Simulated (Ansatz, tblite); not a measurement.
**(MoO3)4 (Mo₄O₁₂): rung by rung**

The task here is to estimate one member of a computed series from the others.

The runs use Ansatz 0.2.0, Gaussian basis; as each input shows.

The runs, in order: GFN1-xTB, GFN2-xTB, PBE-D4/def2-TZVP, r2SCAN-D4/def2-TZVP, HSE06-D4/def2-TZVP, HF/def2-TZVP, r2SCAN0-D4/def2-TZVP, PBE-D4/def2-SVP, PBE0-D4/def2-SVP, MP2/def2-TZVP, RPA/def2-TZVP.

## The geometry

The singlet was relaxed beforehand with PBE-D4/def2-SVP.

16 atoms, charge 0, spin multiplicity 1.

Bond lengths: O1–Mo2 1.692 Å, Mo2–O3 1.692 Å, Mo2–O4 1.890 Å, Mo2–O16 1.890 Å, O4–Mo5 1.889 Å, Mo5–O6 1.692 Å, Mo5–O7 1.693 Å, Mo5–O8 1.889 Å, O8–Mo9 1.890 Å, Mo9–O10 1.692 Å, Mo9–O11 1.692 Å, Mo9–O12 1.891 Å, O12–Mo13 1.889 Å, Mo13–O14 1.692 Å, Mo13–O15 1.693 Å, Mo13–O16 1.889 Å. Angles: O1–Mo2–O3 107.3°, O1–Mo2–O4 110.3°, O1–Mo2–O16 111.1°, O3–Mo2–O4 111.1°, O3–Mo2–O16 110.3°, O4–Mo2–O16 106.8°, Mo2–O4–Mo5 156.7°, O4–Mo5–O6 111.4°, O4–Mo5–O7 109.9°, O4–Mo5–O8 106.9°, O6–Mo5–O7 107.4°, O6–Mo5–O8 111.4°, O7–Mo5–O8 109.9°, Mo5–O8–Mo9 156.7°, O8–Mo9–O10 111.1°, O8–Mo9–O11 110.3°, O8–Mo9–O12 106.8°, O10–Mo9–O11 107.3° and more.

Mo takes a core potential in the def2 sets. No spin-orbit coupling is included.

PBE0-D4/def2-TZVP was run before; its log isn't repeated, and its numbers join the tables.

Set-up of the first run:

Tight binding, by tblite at 300 K electronic temperature and without a spin-polarisation term:

```python
tblite.interface.Calculator('GFN1-xTB', numbers, positions, charge=0, uhf=0).singlepoint()
```

Tight binding, by tblite at 300 K electronic temperature and without a spin-polarisation term:

```python
tblite.interface.Calculator('GFN2-xTB', numbers, positions, charge=0, uhf=0).singlepoint()
```

start.molden holds the orbitals of an earlier run on this state, given as this run's starting guess.

Contents of in.yaml:

```yaml
crystal:
  periodic: [false, false, false]
  atoms:
    - {symbol: O, position_ang: [3.359064, -0.725584, -1.831115]}
    - {symbol: Mo, position_ang: [1.743788, -1.175135, -1.603477]}
    - {symbol: O, position_ang: [1.451613, -2.516654, -2.592420]}
    - {symbol: O, position_ang: [1.427316, -1.588316, 0.213960]}
    - {symbol: Mo, position_ang: [0.407897, -1.831364, 1.785842]}
    - {symbol: O, position_ang: [1.396171, -2.177573, 3.115109]}
    - {symbol: O, position_ang: [-0.651495, -3.137510, 1.590170]}
    - {symbol: O, position_ang: [-0.574560, -0.240042, 2.053387]}
    - {symbol: Mo, position_ang: [-1.744971, 1.174476, 1.602643]}
    - {symbol: O, position_ang: [-3.360065, 0.723959, 1.829681]}
    - {symbol: O, position_ang: [-1.453851, 2.515910, 2.592011]}
    - {symbol: O, position_ang: [-1.428077, 1.588128, -0.214628]}
    - {symbol: Mo, position_ang: [-0.406959, 1.831990, -1.785289]}
    - {symbol: O, position_ang: [-1.393611, 2.181205, -3.114995]}
    - {symbol: O, position_ang: [0.653833, 3.136605, -1.586813]}
    - {symbol: O, position_ang: [0.573926, 0.239903, -2.054067]}
basis:
  gaussian: {orbitals: def2-TZVP, fitting: {mean_field: def2-universal-jkfit}, initial_orbitals: start.molden}
hamiltonian: {xc: pbe, dispersion: d4}
scf: {omitted_lower_state_checks: [starts]}
output: {forces: true, orbitals: {seedname: orbitals}}
```

The run is started by

```bash
> ansatz run in.yaml --threads 2 --pin off --events-out ev --progress --plain --max-ram 31744MiB --backend cuda --devices 0, --max-vram 18GiB
```

Steps of the session up to this table: PBE-D4/def2-TZVP; r2SCAN-D4/def2-TZVP; HSE06-D4/def2-TZVP; HF/def2-TZVP; r2SCAN0-D4/def2-TZVP; PBE-D4/def2-SVP; PBE0-D4/def2-SVP; MP2/def2-TZVP; RPA/def2-TZVP.

One of the session's tables, all rows but one given; the rest of the session is left out.

It belongs to the step «Binding energy». 

| level | binding an atom (eV) |
| --- | --- |
| HF/def2-TZVP | 1.921 |
| PBE-D4/def2-SVP | 5.922 |
| PBE-D4/def2-TZVP | 5.798 |
| r2SCAN-D4/def2-TZVP | 5.371 |
| PBE0-D4/def2-SVP | 5.177 |
| PBE0-D4/def2-TZVP | 5.103 |
| r2SCAN0-D4/def2-TZVP | 4.773 |
| HSE06-D4/def2-TZVP | 5.111 |
| RPA/def2-TZVP | 5.010 |
| MP2/def2-TZVP | ? |

Q: Estimate the row for MP2/def2-TZVP from the others.

**Answer.** binding an atom (eV): 5.857. In the column «binding an atom (eV)» it lies between PBE-D4/def2-TZVP (5.798) and PBE-D4/def2-SVP (5.922).

Limits of these values: Free atoms were run apart at each level; binding is atoms less cluster, divided by the number of atoms, without zero-point or spin-orbit terms.
